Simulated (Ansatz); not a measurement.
This script makes a check of PAW against all-electron LAPW of Ca, space group Im-3m with the Ansatz DFT code, driven from Python.

`ca.py`:
```python
'''Checking the PAW result for Ca with LAPW.'''

import ansatz as az
import numpy as np


def count_gap(report):
    # lowest empty less highest filled band, counting bands; zero where they overlap
    return max(report.get('gap_by_band_count_ev') or 0.0, 0.0)

cell = (
    az.Lattice.of((-2.24, 2.24, 2.24), (2.24, -2.24, 2.24), (2.24, 2.24, -2.24))
    .atom('Ca', (0.0, 0.0, 0.0))
)

model = cell.calculation()
model = model.occupations('Fermi-Dirac', width=100 * az.meV)
model = model.functional('pbesol').kpoints(spacing=0.24)
model = model.stress().forces()
model = model.band_table()
variants = {
    'PAW': model.pseudopotentials('paw'),
    'LAPW': model.pseudopotentials('all_electron', lapw=True),
}
# totals differ by the cores that each treatment holds, so compare what does not depend on them
rows = []
for label, variant in variants.items():
    summary = variant.run(threads=1).report
    levels = np.array(summary['eigenvalues_ev'][0]) - summary['fermi_energy_ev']
    print(label, 'levels at the first k-point near E_F:', np.round(levels[np.abs(levels) < 5], 3))
    rows.append((label, summary['n_electrons'], np.trace(summary['stress_gpa']) / 3, count_gap(summary)))
lines = [','.join(['treatment', 'electrons in bands', 'P GPa', 'gap by band count eV'])] + [','.join(f'{v:.4f}' if isinstance(v, float) else str(v) for v in row) for row in rows]
print('\n'.join(lines))
with open('paw_lapw.csv', 'w') as handle:
    handle.write('\n'.join(lines) + '\n')
```

How well do the two treatments of the cores agree on the pressure?

PAW gives -1.556 GPa and LAPW -1.557 GPa, 0.000 GPa apart. They took 0.9 and 1.9 s of processor time.

The run itself:

Running `python ca.py` prints:
```text
DeckWarning: basis.ecutwfc = 420 eV, auto-derived from the records' recommended cutoffs: set by Ca (normal level)
PAW levels at the first k-point near E_F: [-3.947  2.207  2.207  2.207  3.205]
LAPW levels at the first k-point near E_F: [-3.947  2.207  2.207  2.207  3.205]
treatment,electrons in bands,P GPa,gap by band count eV
PAW,10.0000,-1.5564,0.0000
LAPW,10.0000,-1.5566,0.0000
```
(Warnings from the package without file and line.)

The computed bands are complete only to about 2.7 eV above the Fermi level. The mesh is modest for a metal, so energies can be off by several to tens of meV an atom and pressures by half a GPa or more; differences at equal mesh fare better. A gap by band count of zero or less means overlapping bands, a metal. Of the deposited cell: it was measured well above room temperature. This isn't the structure that Ca takes at ambient conditions. Levels are Kohn-Sham eigenvalues on this mesh. Pressure is positive in compression; the treatments may keep other shells as core, so totals and counts of electrons can differ. Finished in 3.5 s on 1 thread of Intel(R) Xeon(R) Processor @ 2.30GHz, with other jobs on the host, peak memory 0.48 GiB.
